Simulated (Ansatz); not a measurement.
# As4S: a trial structure relaxed

The task: take a trial cell of As4S to zero force and stress.

Program: Ansatz 0.2.0. Level of theory: DFT PBE, scalar-relativistic, plane waves, PAW, unless a step's input says otherwise. These are calculated values, not measurements.

## (1) Starting point

The structure is cubic, space group Im-3m (No. 229). Conventional cell: a = 6.099 Å, b = 6.099 Å, c = 6.099 Å, α = 90.00°, β = 90.00°, γ = 90.00°. As (site symmetry -3m) has 2 S at 2.64 Å as nearest neighbours. Around S (site symmetry m-3m) lie 8 As at 2.64 Å.

As a file:

```
As S
1.0
    -3.04958    3.04958    3.04958
     3.04958   -3.04958    3.04958
     3.04958    3.04958   -3.04958
As S
4 1
Cartesian
  1.5248 1.5248 1.5248
  -1.5248 1.5248 1.5248
  1.5248 1.5248 -1.5248
  1.5248 -1.5248 1.5248
  0.0000 0.0000 0.0000
```

Recipe of the guess: species swapped into a database cell of Hg4Pt (Im-3m, No. 229), with As on the Hg sites and S on the Pt sites. Its size is a rough estimate.

## (2) A first look at the guess

input.yaml reads:

```yaml
crystal:
  lattice:
    - [-3.04957677, 3.04957677, 3.04957677]
    - [3.04957677, -3.04957677, 3.04957677]
    - [3.04957677, 3.04957677, -3.04957677]
  atoms:
    - { symbol: As, position: [0.5, 0.5, 0.5] }
    - { symbol: As, position: [0.5, 0.0, 0.0] }
    - { symbol: As, position: [0.0, 0.0, 0.5] }
    - { symbol: As, position: [0.0, 0.5, 0.0] }
    - { symbol: S, position: [0.0, 0.0, 0.0] }
basis:
  ecutwfc: 420
kpoints:
  mp_grid: { grid: [4, 4, 4] }
hamiltonian:
  xc: pbe
scf:
  occupations: { method: gaussian, width: 0.1 }
  lower_state_search: "off"
output:
  forces: true
  stress: true
  eigenvalues: true
```

Launch:

```bash
> ansatz run input.yaml --threads 1 --pin off --max-ram 2560MiB --backend cpu --events-out ev --progress --plain --runs-dir out
```

The log of the run, shortened:

```text
[...]
SCF converged after 6 iterations
Free energy (F): -20324.073238 eV
[...]
E sigma→0 (E₀):  -20324.067361 eV
Entropy (-TS):   -0.011753 eV (-2.351 meV/atom)
Fermi energy:    8.661050 eV
[...]
--- Forces (eV/Å), atoms counted from 1 ---
  atom   1  As     0.00000000     0.00000000     0.00000000
  atom   2  As     0.00000000    -0.00000000    -0.00000000
  atom   3  As     0.00000000     0.00000000    -0.00000000
  atom   4  As     0.00000000    -0.00000000     0.00000000
  atom   5  S     -0.00000000     0.00000000     0.00000000
[...]
--- Stress (GPa, compression-positive) ---
       -3.791583       0.000000      -0.000000
        0.000000      -3.791583      -0.000000
        0.000000      -0.000000      -3.791583
  P = ⅓ Tr σ = -3.7916 GPa (-37.916 kbar)
--- Band table (eV; the first three rows and the last of 8) ---
[...]
```

Run time: 2.5 s. Hardware: 1 thread of Intel Xeon at 2.70GHz, shared host; peak memory 0.38 GiB.

From the probe: pressure -3.8 GPa, largest force 0.00 eV/Å, gap on this mesh none (metal). The coarse relaxation is skipped.

## (3) Final relaxation

Edit input.yaml of step 2 so:

```diff
@@ -14,3 +14,3 @@
 kpoints:
-  mp_grid: { grid: [4, 4, 4] }
+  mp_grid: { grid: [10, 10, 10] }
 hamiltonian:
@@ -19,3 +19,2 @@
   occupations: { method: gaussian, width: 0.1 }
-  lower_state_search: "off"
 output:
@@ -24 +23,6 @@
   eigenvalues: true
+relax:
+  adjacent_minimum: "off"
+  f_tol: 0.01
+  max_steps: 80
+  cell: { stress_tol: 0.05 }
```

Launch:

```bash
> ansatz run input.yaml --threads 1 --pin off --max-ram 2560MiB --backend cpu --events-out ev --progress --plain --runs-dir out
```

The log of the run:

```text
Warning: RAYON_NUM_THREADS=1 ignored (pool sized by the plan → 1); use --threads N
Engine: ansatz 0.2.0, x86_64-unknown-linux-gnu
Pseudopotentials: kind: paw
Pseudopotential: As, paw, valence charge 15, recommended cutoff 420 eV (normal), As.paw.azcp
Pseudopotential: S, paw, valence charge 6, recommended cutoff 420 eV (normal), S.paw.azcp
Functional definition: PBE
  parameter kappa = 0.804
  parameter beta = 0.06672455060314922
  exchange = pbe_x(kappa = kappa, mu = beta*pi^2/3)
  correlation = pbe_c(beta = beta)
Crystal: 5 atoms, lattice volume = 113.443 Å³
Basis set: ecut = 420 eV, 2171 PW (Γ), exchange–correlation on 72×72×72 points (8 copies of the dense FFT grid, shifted against one another)
Bands: 40, of which v1, the nominal top of the filled ones, is band 33 counted from 1 (32 counted from 0)
Symmetry: 48 space group operations
Space group: Im-3m (ITA 229), of the structure as read, at distance tolerance 4.8e-5 Å
k-points: 47 of 1000
Non-local potential: As, projectors of the file, l = 0: 2, l = 1: 2, l = 2: 3, l = 3: 1
Non-local potential: S, projectors of the file, l = 0: 2, l = 1: 2, l = 2: 2
PAW form: soft (Blöchl's): semilocal exchange-correlation on the pseudo side does not see the compensation charge
PAW one-centre angular grid: As, 590 points (default); XC on 64 Gauss nodes
PAW one-centre angular grid: S, 110 points (default); XC on 64 Gauss nodes
Initial density: superposition of atomic densities (neutral atoms: chi_scale 0, normalization atom), corrected by the library's trained network
Initial wavefunctions: pseudopotential atomic-orbital guess
Functional: x = pbe(κ = 0.804, μ = 0.2195149727645171), c = pbe(β = 0.06672455060314922)
SCF iter   1: F=—  HF=-20323.803855 eV  |F-HF|=—  |Δ(HF+E_count)|=         —  Δρ=3.98e-3  dr2=4.39e-2  ethr=1.77e-3  ⟨swp⟩=5.9  Hψ=7065  notcnv=0
preconditioner: auto → LDOS  [metal: Δε(μ)=0.017 eV  Ē_g=8.480 eV  σ=0.100 eV  W_gap=0.09  n_scr=18 (ndim 8)  ℏωp=17.8 eV  f_vac=0.030  D(μ)=3.81/eV (n_scr^D=18)  β→1.0]
SCF iter   2: F=—  HF=-20323.793682 eV  |F-HF|=—  |Δ(HF+E_count)|=   1.02e-2  Δρ=6.87e-4  dr2=4.59e-4  ethr=6.65e-5  ⟨swp⟩=2.0  Hψ=2585  notcnv=0
SCF iter   3: F=—  HF=-20323.793813 eV  |F-HF|=—  |Δ(HF+E_count)|=   1.31e-4  Δρ=2.39e-4  dr2=1.04e-4  ethr=6.96e-7  ⟨swp⟩=2.0  Hψ=3358  notcnv=0
SCF iter   4: F=—  HF=-20323.793653 eV  |F-HF|=—  |Δ(HF+E_count)|=   1.61e-4  Δρ=7.58e-5  dr2=4.15e-6  ethr=1.57e-7  ⟨swp⟩=2.0  Hψ=3358  notcnv=0  defer=2
SCF iter   5: F=—  HF=-20323.793622 eV  |F-HF|=—  |Δ(HF+E_count)|=   3.06e-5  Δρ=1.27e-5  dr2=1.48e-7  ethr=6.29e-9  ⟨swp⟩=2.0  Hψ=3355  notcnv=0  defer=2
SCF iter   6: F=-20323.793622 eV  HF=-20323.793622 eV  |F-HF|=1.88e-9  |Δ(HF+E_count)|=   1.41e-7  Δρ=2.45e-6  dr2=7.83e-9  ethr=1.52e-10  ⟨swp⟩=7.7  Hψ=7157  notcnv=0
SCF 1 converged in 6 iterations: F = -20323.793622 eV  dr2 = 7.83e-9
relax step   1: F+E_penalty+E_count = -20323.79362209 eV  Δ(F+E_penalty+E_count) = +0.000e0 eV  max|allowed force component| = 9.677e-29 eV/Å  Δτ_max = 0.0000 Å  P = -2.952 GPa  Ω = 113.443 Å³  (6 SCF iters, dr2 threshold 1.00e-7 eV, accepted)
Crystal: 5 atoms, lattice volume = 105.649 Å³
Basis set: ecut = 420 eV, 2093 PW (Γ), exchange–correlation on 72×72×72 points (8 copies of the dense FFT grid, shifted against one another)
Initial density: handed on by an earlier stage of this run
Initial wavefunctions: those handed on with the density
iter 1 solved again at ethr=4.12e-6 eV; its pass at ethr=3.10e-3 eV (dr2=2.72e-3 eV) is discarded
SCF iter   1: F=—  HF=-20323.835491 eV  |F-HF|=—  |Δ(HF+E_count)|=         —  Δρ=1.35e-3  dr2=2.69e-3  ethr=4.12e-6  ⟨swp⟩=2.0  Hψ=8878  notcnv=0
preconditioner: auto → LDOS  [metal: Δε(μ)=0.025 eV  Ē_g=8.889 eV  σ=0.100 eV  W_gap=0.14  n_scr=18 (ndim 8)  ℏωp=18.4 eV  f_vac=0.019  D(μ)=3.57/eV (n_scr^D=18)  β→1.0]
SCF iter   2: F=—  HF=-20323.835579 eV  |F-HF|=—  |Δ(HF+E_count)|=   8.87e-5  Δρ=4.13e-4  dr2=1.96e-4  ethr=4.07e-6  ⟨swp⟩=2.9  Hψ=3475  notcnv=0
SCF iter   3: F=—  HF=-20323.835733 eV  |F-HF|=—  |Δ(HF+E_count)|=   1.54e-4  Δρ=2.00e-4  dr2=5.76e-5  ethr=2.96e-7  ⟨swp⟩=2.0  Hψ=3435  notcnv=0
SCF iter   4: F=—  HF=-20323.835594 eV  |F-HF|=—  |Δ(HF+E_count)|=   1.39e-4  Δρ=5.39e-5  dr2=1.96e-6  ethr=8.73e-8  ⟨swp⟩=2.0  Hψ=3437  notcnv=0
SCF iter   5: F=-20323.835598 eV  HF=-20323.835598 eV  |F-HF|=6.69e-9  |Δ(HF+E_count)|=   3.66e-6  Δρ=3.59e-6  dr2=1.54e-8  ethr=7.58e-10  ⟨swp⟩=5.5  Hψ=7279  notcnv=0
SCF 2 converged in 5 iterations: F = -20323.835598 eV  dr2 = 1.54e-8
relax step   2: F+E_penalty+E_count = -20323.83559763 eV  Δ(F+E_penalty+E_count) = -4.198e-2 eV  max|allowed force component| = 1.290e-30 eV/Å  Δτ_max = 0.0000 Å  P = +1.551 GPa  Ω = 105.649 Å³  energy of the carried Pulay correction = +9.526e-4 eV  (5 SCF iters, dr2 threshold 5.00e-7 eV, accepted)
Crystal: 5 atoms, lattice volume = 108.210 Å³
Basis set: ecut = 420 eV, 2123 PW (Γ), exchange–correlation on 72×72×72 points (8 copies of the dense FFT grid, shifted against one another)
iter 1 solved again at ethr=5.06e-7 eV; its pass at ethr=3.10e-3 eV (dr2=3.34e-4 eV) is discarded
SCF iter   1: F=—  HF=-20323.846384 eV  |F-HF|=—  |Δ(HF+E_count)|=         —  Δρ=4.67e-4  dr2=3.32e-4  ethr=5.06e-7  ⟨swp⟩=2.0  Hψ=8644  notcnv=0
preconditioner: auto → LDOS  [metal: Δε(μ)=0.045 eV  Ē_g=8.764 eV  σ=0.100 eV  W_gap=0.24  n_scr=18 (ndim 8)  ℏωp=18.2 eV  f_vac=0.027  D(μ)=3.76/eV (n_scr^D=18)  β→1.0]
SCF iter   2: F=—  HF=-20323.846396 eV  |F-HF|=—  |Δ(HF+E_count)|=   1.29e-5  Δρ=1.48e-4  dr2=2.68e-5  ethr=5.02e-7  ⟨swp⟩=2.9  Hψ=3443  notcnv=0
SCF iter   3: F=—  HF=-20323.846420 eV  |F-HF|=—  |Δ(HF+E_count)|=   2.38e-5  Δρ=7.17e-5  dr2=7.74e-6  ethr=4.06e-8  ⟨swp⟩=2.0  Hψ=3436  notcnv=0
SCF iter   4: F=-20323.846403 eV  HF=-20323.846402 eV  |F-HF|=4.59e-7  |Δ(HF+E_count)|=   1.80e-5  Δρ=1.95e-5  dr2=2.81e-7  ethr=7.58e-10  ⟨swp⟩=4.0  Hψ=9221  notcnv=0
SCF 3 converged in 4 iterations: F = -20323.846403 eV  dr2 = 2.81e-7
relax step   3: F+E_penalty+E_count = -20323.84640266 eV  Δ(F+E_penalty+E_count) = -1.081e-2 eV  max|allowed force component| = 6.784e-30 eV/Å  Δτ_max = 0.0000 Å  P = -0.123 GPa  Ω = 108.210 Å³  energy of the carried Pulay correction = +6.322e-4 eV  (4 SCF iters, dr2 threshold 5.00e-7 eV, accepted)
Crystal: 5 atoms, lattice volume = 108.018 Å³
iter 1 solved again at ethr=3.19e-9 eV; its pass at ethr=3.10e-3 eV (dr2=2.10e-6 eV) is discarded
SCF iter   1: F=—  HF=-20323.846519 eV  |F-HF|=—  |Δ(HF+E_count)|=         —  Δρ=3.77e-5  dr2=1.24e-6  ethr=3.19e-9  ⟨swp⟩=2.8  Hψ=8144  notcnv=0
preconditioner: auto → LDOS  [metal: Δε(μ)=0.044 eV  Ē_g=8.774 eV  σ=0.100 eV  W_gap=0.24  n_scr=18 (ndim 8)  ℏωp=18.2 eV  f_vac=0.023  D(μ)=3.75/eV (n_scr^D=18)  β→1.0]
SCF iter   2: F=—  HF=-20323.846503 eV  |F-HF|=—  |Δ(HF+E_count)|=   1.58e-5  Δρ=7.05e-6  dr2=5.82e-8  ethr=1.88e-9  ⟨swp⟩=3.0  Hψ=3476  notcnv=0
SCF iter   3: F=—  HF=-20323.846503 eV  |F-HF|=—  |Δ(HF+E_count)|=   4.77e-8  Δρ=3.39e-6  dr2=1.63e-8  ethr=5.69e-11  ⟨swp⟩=4.3  Hψ=6994  notcnv=0
SCF iter   4: F=-20323.846503 eV  HF=-20323.846503 eV  |F-HF|=2.78e-9  |Δ(HF+E_count)|=   4.33e-8  Δρ=1.50e-6  dr2=2.02e-9  ethr=2.47e-11  ⟨swp⟩=4.0  Hψ=6545  notcnv=0
SCF 4 converged in 4 iterations: F = -20323.846503 eV  dr2 = 2.02e-9
relax step   4: F+E_penalty+E_count = -20323.84650271 eV  Δ(F+E_penalty+E_count) = -1.001e-4 eV  max|allowed force component| = 9.792e-29 eV/Å  Δτ_max = 0.0000 Å  P = -0.005 GPa  Ω = 108.018 Å³  energy of the carried Pulay correction = +6.560e-4 eV  (4 SCF iters, dr2 threshold 3.75e-8 eV, accepted)
Initial wavefunctions: pseudopotential atomic-orbital guess (no wavefunctions were taken with the density)
iter 1 solved again at ethr=2.04e-8 eV; its pass at ethr=3.10e-3 eV (dr2=1.35e-5 eV) is discarded
SCF iter   1: F=—  HF=-20323.845904 eV  |F-HF|=—  |Δ(HF+E_count)|=         —  Δρ=2.43e-5  dr2=1.77e-7  ethr=2.04e-8  ⟨swp⟩=3.0  Hψ=11334  notcnv=0
SCF iter   2: F=—  HF=-20323.845888 eV  |F-HF|=—  |Δ(HF+E_count)|=   1.65e-5  Δρ=1.03e-5  dr2=9.03e-8  ethr=2.68e-10  ⟨swp⟩=2.3  Hψ=3703  notcnv=0
SCF iter   3: F=—  HF=-20323.845887 eV  |F-HF|=—  |Δ(HF+E_count)|=   4.78e-7  Δρ=2.10e-6  dr2=2.87e-9  ethr=1.37e-10  ⟨swp⟩=2.1  Hψ=3497  notcnv=0
SCF iter   4: F=—  HF=-20323.845887 eV  |F-HF|=—  |Δ(HF+E_count)|=   9.59e-9  Δρ=4.71e-7  dr2=1.92e-10  ethr=4.35e-12  ⟨swp⟩=2.0  Hψ=3449  notcnv=0
SCF iter   5: F=-20323.845887 eV  HF=-20323.845887 eV  |F-HF|=3.64e-12  |Δ(HF+E_count)|=  9.46e-11  Δρ=5.43e-8  dr2=4.82e-12  ethr=1.00e-12  ⟨swp⟩=4.1  Hψ=6781  notcnv=0
SCF 5 converged in 5 iterations: F = -20323.845887 eV  dr2 = 4.82e-12
relax step   5: F+E_penalty+E_count = -20323.84588725 eV  Δ(F+E_penalty+E_count) = +6.155e-4 eV  max|allowed force component| = 2.176e-30 eV/Å  Δτ_max = 0.0000 Å  P = -0.006 GPa  Ω = 108.018 Å³  stress off target by 6.48e-3 GPa  SCF on the basis re-selected at this cell (its energy is not comparable with the rows above)  (5 SCF iters)
basis re-selected at this cell: Δ(F+E_penalty+E_count) = +6.155e-4 eV, ΔP = -0.002 GPa vs the last step (what re-selecting the basis moved, of the pressure what is left beyond the Pulay correction that the steps carried, after the strain that the cell walked since its last selection, with what the two solves' SCF thresholds leave and, on support functions, any second-order correction that the steps lacked; it is no measure of the basis error at this ecutwfc). This SCF's stress stands 6.48e-3 GPa from its target on what of the cell is left free (relax.cell.stress_tol is 5.00e-2 GPa) and its largest allowed force component is 2.18e-30 eV/Å (relax.f_tol is 1.00e-2 eV/Å): within both
SCF converged after 5 iterations
Free energy (F): -20323.845887 eV
Harris-Foulkes:  -20323.845887 eV  (|F-HF|=3.64e-12)
Internal energy: -20323.827147 eV  (E = F + TS)
E sigma→0 (E₀):  -20323.836517 eV
Entropy (-TS):   -0.018741 eV (-3.748 meV/atom)
Fermi energy:    9.489161 eV
--- Per-component energies (eV) ---
  E_band       = -982.842573
  E_kinetic    = 512.447847
  E_local      = -7032.928026  (includes V_loc(G=0)·N_el)
  E_nonlocal   = -2655.238634
  E_hartree    = 3832.065156
  E_xc         = -412.274698
  E_vxc        = -401.880333  (∫ρ·V_xc dr)
  E_paw        = -7936.215655  (= ΣΔE_a)
  E_vpaw       = 930.626419  (= ΣTr[D̂ρ^β])
  E_aug_tail   = 0.000024  (compensation charges beyond the density's cutoff)
  E_ewald      = -6631.683160
  E_smearing   = -0.018741  (= −TS)
  E_closure    = 0.000000  (closes the sum)
  Σ components = -20323.845887   (vs F -20323.845887, Δ=0.00e0)
--- Forces (eV/Å), atoms counted from 1 ---
  atom   1  As    -0.00000000    -0.00000000     0.00000000
  atom   2  As    -0.00000000    -0.00000000    -0.00000000
  atom   3  As    -0.00000000    -0.00000000     0.00000000
  atom   4  As     0.00000000    -0.00000000     0.00000000
  atom   5  S     -0.00000000     0.00000000    -0.00000000
  max |Σ_I F_I| component: 2.73e-30 eV/Å
--- Stress (GPa, compression-positive) ---
       -0.006484       0.000000      -0.000000
       -0.000000      -0.006484       0.000000
        0.000000      -0.000000      -0.006484
  P = ⅓ Tr σ = -0.0065 GPa (-0.065 kbar)
--- Band table (eV; the first three rows and the last of 47) ---
  k-point 0: bands = ["-26.6921", "-26.6752", "-26.6752", "-26.6752", "-26.6691", "-26.6691", "-26.6513", "-26.6513", "-26.6513", "-26.6325", "-26.6325", "-26.6325", "-26.5760", "-26.5760", "-26.5596", "-26.5596", "-26.5596", "-26.5510", "-26.5510", "-26.5510", "-6.4957", "-0.6990", "-0.0023", "-0.0023", "-0.0023", "2.3152", "2.3152", "2.3152", "6.0765", "6.0765", "6.0765", "10.5599", "10.5599", "10.5599", "11.9950", "11.9950", "13.8846", "14.5946", "14.5946", "14.5946"]
  k-point 1: bands = ["-26.6916", "-26.6756", "-26.6752", "-26.6752", "-26.6686", "-26.6681", "-26.6517", "-26.6509", "-26.6509", "-26.6333", "-26.6328", "-26.6327", "-26.5756", "-26.5755", "-26.5600", "-26.5595", "-26.5595", "-26.5517", "-26.5513", "-26.5512", "-6.4498", "-0.8853", "-0.1940", "-0.1580", "-0.0438", "2.3286", "2.6091", "2.7775", "6.0891", "6.0936", "6.2585", "10.2412", "10.2664", "10.5937", "12.1877", "12.2604", "13.4471", "14.0333", "14.4085", "14.4273"]
  k-point 2: bands = ["-26.6903", "-26.6767", "-26.6753", "-26.6751", "-26.6673", "-26.6653", "-26.6529", "-26.6498", "-26.6498", "-26.6356", "-26.6336", "-26.6335", "-26.5744", "-26.5740", "-26.5611", "-26.5593", "-26.5593", "-26.5538", "-26.5520", "-26.5519", "-6.3200", "-1.4574", "-0.4679", "-0.3492", "-0.1469", "2.3630", "3.3270", "3.7603", "6.1574", "6.1624", "6.7794", "9.5289", "9.5855", "10.6154", "12.3555", "12.6856", "12.7219", "13.1399", "13.5404", "14.2002"]
  k-point 46: bands = ["-26.6830", "-26.6830", "-26.6830", "-26.6681", "-26.6654", "-26.6654", "-26.6654", "-26.6453", "-26.6453", "-26.6453", "-26.6282", "-26.6282", "-26.5682", "-26.5682", "-26.5682", "-26.5625", "-26.5625", "-26.5625", "-26.5461", "-26.5461", "-5.3381", "-2.4171", "-2.4171", "-2.4171", "2.1304", "4.1045", "4.1045", "6.9875", "6.9875", "6.9875", "7.1636", "7.1636", "7.1636", "8.4874", "12.4295", "12.4295", "12.4295", "13.4520", "13.4520", "13.4520"]
--- Relaxed structure (4 steps of the walk, 4 accepted, 1 SCFs on fresh bases) ---
  F+E_penalty+E_count = -20323.84588725 eV   max|allowed force component| = 2.176e-30 eV/Å   (the final SCF, on the basis selected at the relaxed cell)
  cell:  # Å, volume = 108.0179 Å³
    - [-3.0001661739736347, 3.0001661739736347, 3.0001661739736347]
    - [3.0001661739736347, -3.0001661739736347, 3.0001661739736347]
    - [3.0001661739736347, 3.0001661739736347, -3.0001661739736347]
  atoms:
    - { symbol: As, position: [0.5, 0.5, 0.5] }
    - { symbol: As, position: [0.5, 0.0, 0.0] }
    - { symbol: As, position: [0.0, 0.0, 0.5] }
    - { symbol: As, position: [0.0, 0.5, 0.0] }
    - { symbol: S, position: [-1.0640792422464463e-35, 5.427297525209666e-37, -6.841684154253549e-36] }
```

Run time: 60 s. Hardware: 1 thread of Intel Xeon at 2.70GHz, shared host; peak memory 0.5 GiB.

Relaxation path:

| step | E - E(step 1) (eV/cell) | largest force component (eV/Å) | pressure (GPa) | volume (Å³) |
| --- | --- | --- | --- | --- |
| 1 | 0.0000 | 0.0000 | -2.95 | 113.44 |
| 2 | -0.0420 | 0.0000 | 1.55 | 105.65 |
| 3 | -0.0528 | 0.0000 | -0.12 | 108.21 |
| 4 | -0.0529 | 0.0000 | 0.00 | 108.02 |
| 5 | -0.0523 | 0.0000 | -0.01 | 108.02 |

Step 1 is the start. Step 5 repeats the geometry before it on a plane-wave basis chosen anew for that cell, so its energy need not be comparable with the rows above.

Lengths and angles in the start's conventional setting:

|  | before | after | change |
| --- | --- | --- | --- |
| a (Å) | 6.099 | 6.000 | -1.6 % |
| b (Å) | 6.099 | 6.000 | -1.6 % |
| c (Å) | 6.099 | 6.000 | -1.6 % |
| volume (Å³/atom) | 22.69 | 21.60 | -4.8 % |
| shortest distance (Å) | 2.641 | 2.598 | -1.6 % |
| space group (0.01 Å) | Im-3m | Im-3m | same |

Forces and stress were held to the start's 48 operations: a distortion of lower symmetry was not tested.

## (4) Changing settings: basis.precision f64, xc rpbe, eigensolver.kind davidson, scf.algorithm direct_min

input.yaml reads:

```yaml
crystal:
  lattice:
    - [-3.000166174, 3.000166174, 3.000166174]
    - [3.000166174, -3.000166174, 3.000166174]
    - [3.000166174, 3.000166174, -3.000166174]
  atoms:
    - { symbol: As, position: [0.5, 0.5, 0.5] }
    - { symbol: As, position: [0.5, 0.0, 0.0] }
    - { symbol: As, position: [0.0, 0.0, 0.5] }
    - { symbol: As, position: [0.0, 0.5, 0.0] }
    - { symbol: S, position: [0.0, 0.0, 0.0] }
basis:
  ecutwfc: 420
  precision: f64
kpoints:
  mp_grid: { grid: [10, 10, 10] }
hamiltonian:
  xc: rpbe
scf:
  occupations: { method: gaussian, width: 0.1 }
  eigensolver: { kind: davidson }
  algorithm: direct_min
output:
  forces: true
  eigenvalues: true
  stress: true
```

Launch:

```bash
> ansatz run input.yaml --threads 1 --pin off --max-ram 2560MiB --backend cpu --events-out ev --progress --plain --runs-dir out
```

The log of the run, shortened:

```text
Warning: RAYON_NUM_THREADS=1 ignored (pool sized by the plan → 1); use --threads N
[...]
[... 3 set-up lines as earlier in the session ...]
Functional definition: RPBE
[...]
Crystal: 5 atoms, lattice volume = 108.018 Å³
Basis set: ecut = 420 eV, 2123 PW (Γ), exchange–correlation on 72×72×72 points (8 copies of the dense FFT grid, shifted against one another)
Bands: 40, of which v1, the nominal top of the filled ones, is band 33 counted from 1 (32 counted from 0)
[... 2 set-up lines as earlier in the session ...]
k-points: 47 of 1000
[...]
SCF iter   1: F=—  HF=-20350.544917 eV  |F-HF|=—  |Δ(HF+E_count)|=         —  Δρ=4.31e-3  dr2=3.78e-2  ethr=1.77e-3  ⟨swp⟩=6.3  Hψ=7333  notcnv=0
[...]
SCF converged after 6 iterations
Stability not checked: this state was not tested for a lower state beside it, because a direct minimisation reached the state, and no test of it is asked (direct_minimisation; see scf.lower_state_search)
Free energy (F): -20350.537660 eV
[...]
E sigma→0 (E₀):  -20350.528424 eV
Entropy (-TS):   -0.018472 eV (-3.694 meV/atom)
Fermi energy:    9.599786 eV
[...]
--- Forces (eV/Å), atoms counted from 1 ---
  atom   1  As     0.00000000    -0.00000000    -0.00000000
  atom   2  As     0.00000000    -0.00000000     0.00000000
  atom   3  As     0.00000000    -0.00000000    -0.00000000
  atom   4  As     0.00000000    -0.00000000    -0.00000000
  atom   5  S     -0.00000000     0.00000000     0.00000000
[...]
--- Stress (GPa, compression-positive) ---
        1.516402      -0.000000      -0.000000
       -0.000000       1.516402       0.000000
        0.000000      -0.000000       1.516402
  P = ⅓ Tr σ = 1.5164 GPa (15.164 kbar)
--- Band table (eV; the first three rows and the last of 47) ---
[...]
```

It took 50 s on 1 thread of Intel Xeon at 2.70GHz, shared host; peak memory 0.74 GiB.

```
    run     ending   energy change  pressure (GPa)  gap (eV)  force (eV/Å)  cycles  time
 step 3  converged               -             0.0      0.00          0.00       -  60 s
variant  converged  not comparable             1.5      0.00          0.00       6  50 s
```

After a change of functional the difference of the totals has no physical meaning; the pressure goes from 0.0 to 1.5 GPa. At this fixed cell a higher pressure means that this functional prefers a larger volume than the reference.

## (5) What came out

| quantity | value |
| --- | --- |
| symmetry at the end (tolerance 0.05 Å) | space group Im-3m (No. 229) |
| conventional cell | a = 6.000 Å, b = 6.000 Å, c = 6.000 Å, α = 90.00°, β = 90.00°, γ = 90.00° |
| volume | 21.60 Å³/atom |
| energy over the elements | +0.55 eV/atom |
| gap on the mesh | none (metal) |

**Reading.** The space group Im-3m (No. 229) is kept, and the volume per atom shrinks by 4.8 % from the first guess. The formation energy is positive, so the separate elements lie lower. No finished test with a distortion of lower symmetry is shown, so the end may be a saddle point.
